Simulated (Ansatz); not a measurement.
# AlFH₃NS₂: up Jacob's ladder to CCSD(T)

The task here is to estimate one member of a computed series from the others.

The runs use Ansatz 0.2.0, Gaussian basis; functionals in def2-TZVPP, the program's frozen cores in correlated methods.

Plan: LDA (SPW92), PBE-D4, revPBE-D4, BLYP-D4, r2SCAN-D4, B97M-V, PBE0-D4, B3LYP-D4, r2SCANh-D4, r2SCAN0-D4, HSE06-D4, BHLYP-D4, CAM-B3LYP-D4, LC-ωPBE, ωB97X-V, ωB97M-V, B2PLYP, PBE-QIDH; CCSD(T)/def2-SVP; CCSD(T)/def2-TZVPP; MP2/def2-QZVPP; extrapolation to the limit; RPA on PBE.

## The geometry

All runs share one geometry, relaxed beforehand with PBE0-D4 in a triple-zeta def2 set.

8 atoms, charge 0, spin multiplicity 1.

Atoms are counted from 1 here; the program's logs count them from 0.

Bond lengths: N1–Al2 1.758 Å, N1–H6 1.006 Å, N1–H7 1.006 Å, Al2–F3 1.650 Å, Al2–S4 2.208 Å, Al2–S5 2.468 Å, S4–S5 2.102 Å, S5–H8 1.350 Å. Angles: Al2–N1–H6 124.7°, Al2–N1–H7 124.3°, H6–N1–H7 111.0°, N1–Al2–F3 118.5°, N1–Al2–S4 120.1°, N1–Al2–S5 118.9°, F3–Al2–S4 120.0°, F3–Al2–S5 106.1°, S4–Al2–S5 53.1°, Al2–S4–S5 69.8°, Al2–S5–S4 57.1°, Al2–S5–H8 97.6°, S4–S5–H8 99.8°.

Set-up of the first run:

Contents of in.yaml:

```yaml
crystal:
  periodic: [false, false, false]
  atoms:
    - {symbol: N, position_ang: [0.880258, 1.208773, 0.131464]}
    - {symbol: Al, position_ang: [0.466375, -0.485231, 0.354883]}
    - {symbol: F, position_ang: [0.840788, -1.205149, 1.791188]}
    - {symbol: S, position_ang: [-0.125497, -1.719616, -1.377963]}
    - {symbol: S, position_ang: [-1.812064, -1.241470, -0.218770]}
    - {symbol: H, position_ang: [0.870958, 1.688578, -0.752169]}
    - {symbol: H, position_ang: [1.189328, 1.819070, 0.869326]}
    - {symbol: H, position_ang: [-2.218047, -0.121954, -0.853761]}
basis:
  gaussian: {orbitals: def2-TZVPP}
hamiltonian: {xc: lda}
output: {orbitals: {seedname: orbitals}}
```

On the command line:

```sh
$ ansatz run in.yaml --threads 4 --pin off --events-out ev --progress --plain --max-ram 10444MiB
```

Among the steps run: LDA; PBE-D4 (GGA); revPBE-D4 (GGA); BLYP-D4 (GGA); r2SCAN-D4 (meta-GGA); B97M-V (meta-GGA); PBE0-D4 (hybrid); B3LYP-D4 (hybrid); r2SCANh-D4 (hybrid); r2SCAN0-D4 (hybrid); HSE06-D4 (hybrid); BHLYP-D4 (hybrid); CAM-B3LYP-D4 (range-separated); LC-ωPBE (range-separated); ωB97X-V (range-separated); ωB97M-V (range-separated); B2PLYP (double hybrid); PBE-QIDH (double hybrid).

One of the session's tables, all rows but one given; the rest of the session is left out.

It belongs to the step «Frontier levels by functional». 

```
  functional  HOMO (eV)  LUMO (eV)  gap (eV)
 LDA (SPW92)      -6.12      -2.87      3.26
      PBE-D4      -5.94      -2.66      3.28
   revPBE-D4      -5.87      -2.58      3.30
     BLYP-D4      -5.80      -2.52      3.28
   r2SCAN-D4      -6.23      -2.49      3.74
      B97M-V      -6.27      -2.38      3.89
     PBE0-D4      -7.30      -1.69      5.61
    B3LYP-D4      -7.05      -1.91      5.14
  r2SCANh-D4      -6.74      -2.13      4.61
  r2SCAN0-D4      -7.50      -1.60      5.90
    HSE06-D4      -6.90      -2.07      4.83
    BHLYP-D4      -8.49      -0.62      7.86
CAM-B3LYP-D4          ?          ?         ?
     LC-ωPBE     -10.05       0.66     10.71
     ωB97X-V      -9.68       0.54     10.22
     ωB97M-V      -9.52       0.41      9.92
```

**Question.** Estimate the row for CAM-B3LYP-D4.

The run gave: HOMO (eV): -8.66; LUMO (eV): -0.54; gap (eV): 8.12. In the column «HOMO (eV)» it lies between ωB97M-V (-9.52) and BHLYP-D4 (-8.49).
